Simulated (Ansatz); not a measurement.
# CoF: the cost of one run

Program: Ansatz 0.2.0, Gaussian basis. Level of theory: def2-TZVPP, core rule «outside noble gas», up to 10 orbitals frozen. These are calculated values, not measurements.

Plan: UHF; ROHF; CCSD(T) on UHF.

2 further runs of the same task are left out: 2 set aside as unsound or not needed.

### Step 1. The system

The geometry is a PBE0/def2-TZVP stationary point (not a proven minimum).

2 atoms, charge 0, spin multiplicity 3.

Atoms are counted from 1 here; the program's logs count them from 0.

Bond lengths: Co1–F2 1.746 Å.

### Step 2. UHF

The input, in.yaml:

```yaml
crystal:
  periodic: [false, false, false]
  atoms:
    - {symbol: Co, position_ang: [0.000000, 0.000000, 0.000000]}
    - {symbol: F, position_ang: [0.000000, 0.000000, 1.746400]}
basis:
  gaussian: {orbitals: def2-TZVPP}
magnetization: {spin_polarized: true, initial_magnetization: 2}
hamiltonian: {xc: hf}
output: {orbitals: {seedname: orbitals}}
```

On the command line:

```sh
$ ansatz run in.yaml --threads 1 --pin off --events-out ev --progress --plain --max-ram 4096MiB --backend cpu
```

What time and memory should one allow on 1 thread of AMD EPYC 7R13, shared host?

About 13 s, with a peak of 0.28 GiB.
